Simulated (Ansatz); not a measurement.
# CH5AlBBrO: one species, many methods

The task here is to estimate one member of a computed series from the others.

Method: functionals in def2-TZVPP, the program's frozen cores in correlated methods; program: Ansatz 0.2.0, Gaussian basis.

Levels to be run: LDA (SPW92), PBE-D4, revPBE-D4, BLYP-D4, r2SCAN-D4, B97M-V, PBE0-D4, B3LYP-D4, r2SCANh-D4, r2SCAN0-D4, HSE06-D4, BHLYP-D4, CAM-B3LYP-D4, LC-ωPBE, ωB97X-V, ωB97M-V, B2PLYP, PBE-QIDH; CCSD(T)/def2-SVP; CCSD(T)/def2-TZVPP; MP2/def2-QZVPP; extrapolation to the limit; RPA on PBE.

## Structure used throughout

All runs share one geometry, relaxed beforehand with PBE0-D4 in a triple-zeta def2 set.

10 atoms, charge 0, spin multiplicity 1.

Atoms are counted from 1 here; the program's logs count them from 0.

Bond lengths: B1–C2 1.574 Å, B1–Br3 2.011 Å, B1–H6 1.196 Å, B1–H7 1.274 Å, C2–O4 1.254 Å, C2–H8 1.098 Å, O4–Al5 1.867 Å, Al5–H7 1.810 Å, Al5–H9 1.576 Å, Al5–H10 1.572 Å. Angles: C2–B1–Br3 100.2°, C2–B1–H6 117.8°, C2–B1–H7 108.7°, Br3–B1–H6 114.4°, Br3–B1–H7 108.1°, H6–B1–H7 107.2°, B1–C2–O4 120.3°, B1–C2–H8 123.6°, O4–C2–H8 115.9°, C2–O4–Al5 106.0°, O4–Al5–H7 90.9°, O4–Al5–H9 110.2°, O4–Al5–H10 111.4°, H7–Al5–H9 103.3°, H7–Al5–H10 104.8°, H9–Al5–H10 128.6°, B1–H7–Al5 113.9°.

Set-up of the first run:

File in.yaml:

```yaml
crystal:
  periodic: [false, false, false]
  atoms:
    - {symbol: B, position_ang: [-0.070345, -0.483821, 1.027645]}
    - {symbol: C, position_ang: [-1.079885, -0.541645, -0.178735]}
    - {symbol: Br, position_ang: [0.764732, -2.307386, 0.879730]}
    - {symbol: O, position_ang: [-0.862091, 0.124879, -1.218415]}
    - {symbol: Al, position_ang: [0.698398, 1.095825, -0.890373]}
    - {symbol: H, position_ang: [-0.509410, -0.228792, 2.110447]}
    - {symbol: H, position_ang: [0.825511, 0.384616, 0.769229]}
    - {symbol: H, position_ang: [-1.957059, -1.202027, -0.207128]}
    - {symbol: H, position_ang: [0.351470, 2.607389, -0.612336]}
    - {symbol: H, position_ang: [1.921779, 0.499863, -1.677165]}
basis:
  gaussian: {orbitals: def2-TZVPP}
hamiltonian: {xc: lda}
output: {orbitals: {seedname: orbitals}}
```

The run is started by

```bash
> ansatz run in.yaml --threads 4 --pin off --events-out ev --progress --plain --max-ram 10444MiB
```

Among the steps run: LDA; PBE-D4 (GGA); revPBE-D4 (GGA); BLYP-D4 (GGA); r2SCAN-D4 (meta-GGA); B97M-V (meta-GGA); B3LYP-D4 (hybrid); r2SCANh-D4 (hybrid); r2SCAN0-D4 (hybrid); HSE06-D4 (hybrid); BHLYP-D4 (hybrid); CAM-B3LYP-D4 (range-separated); LC-ωPBE (range-separated); ωB97X-V (range-separated); ωB97M-V (range-separated); B2PLYP (double hybrid); PBE-QIDH (double hybrid).

One table of the session follows, with a row left open; its other results are not shown here.

It belongs to the step «Orbital energies across the functionals». 

| functional | HOMO (eV) | LUMO (eV) | gap (eV) |
| --- | --- | --- | --- |
| LDA (SPW92) | -6.78 | -3.93 | 2.85 |
| PBE-D4 | -6.64 | -3.69 | 2.95 |
| revPBE-D4 | -6.59 | -3.60 | 2.99 |
| BLYP-D4 | ? | ? | ? |
| r2SCAN-D4 | -6.95 | -3.54 | 3.41 |
| B97M-V | -7.06 | -3.52 | 3.55 |
| PBE0-D4 | -7.88 | -2.68 | 5.20 |
| B3LYP-D4 | -7.64 | -2.91 | 4.73 |
| r2SCANh-D4 | -7.40 | -3.16 | 4.25 |
| r2SCAN0-D4 | -8.09 | -2.58 | 5.51 |
| HSE06-D4 | -7.48 | -3.06 | 4.42 |
| BHLYP-D4 | -8.99 | -1.49 | 7.50 |
| CAM-B3LYP-D4 | -9.19 | -1.51 | 7.67 |
| LC-ωPBE | -10.54 | -0.33 | 10.20 |
| ωB97X-V | -10.20 | -0.40 | 9.80 |
| ωB97M-V | -10.07 | -0.49 | 9.59 |

Q: Estimate the row for BLYP-D4 from the others.

Worked estimate for «HOMO (eV)». Against the share of exact exchange, B3LYP-D4 (0.2, -7.64), BHLYP-D4 (0.5, -8.99) give a slope of -4.50 per unit share; at 0 the line stands at -6.74.

**Answer.** HOMO (eV): -6.49; LUMO (eV): -3.55; gap (eV): 2.95. In «HOMO (eV)» the line misses by -0.25.
